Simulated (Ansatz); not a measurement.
# GaCo: the cost of one run

Method: DFT PBE, scalar-relativistic, plane waves, PAW, in Ansatz 0.2.0.

1 further run of the same task is left out (it didn't finish).

### Step 1. The starting structure

It takes space group Pm-3m (No. 221, cubic). Conventional cell: a = 2.883 Å, b = 2.883 Å, c = 2.883 Å, α = 90.00°, β = 90.00°, γ = 90.00°. Ga (site symmetry m-3m) is surrounded by 8 Co at 2.50 Å. Co (site symmetry m-3m) is surrounded by 8 Ga at 2.50 Å.

As a file:

```xyz
2
Lattice="2.8831 0.0000 0.0000 0.0000 2.8831 0.0000 0.0000 0.0000 2.8831" Properties=species:S:1:pos:R:3 pbc="T T T"
Ga    1.4416    1.4416    1.4416
Co    0.0000    0.0000    0.0000
```

The structure comes from the Crystallography Open Database.

### Step 2. A first look at the start

File input.yaml:

```yaml
crystal:
  lattice:
    - [2.8831, 0.0, 0.0]
    - [0.0, 2.8831, 0.0]
    - [0.0, 0.0, 2.8831]
  atoms:
    - { symbol: Ga, position: [0.5, 0.5, 0.5] }
    - { symbol: Co, position: [0.0, 0.0, 0.0], spin: 3.0 }
basis:
  ecutwfc: 420
kpoints:
  mp_grid: { grid: [6, 6, 6] }
hamiltonian:
  xc: pbe
scf:
  occupations: { method: gaussian, width: 0.1 }
  lower_state_search: "off"
output:
  forces: true
  stress: true
  eigenvalues: true
  populations: true
magnetization:
  spin_polarized: true
```

On the command line:

```bash
> ansatz run input.yaml --threads 1 --pin off --max-ram 1228MiB --backend cpu --events-out ev --progress --plain --runs-dir out
```

Q: Estimate wall time and peak memory on 1 thread of an x86-64 CPU, shared host.

About 1.5 s, with a peak of 0.34 GiB.
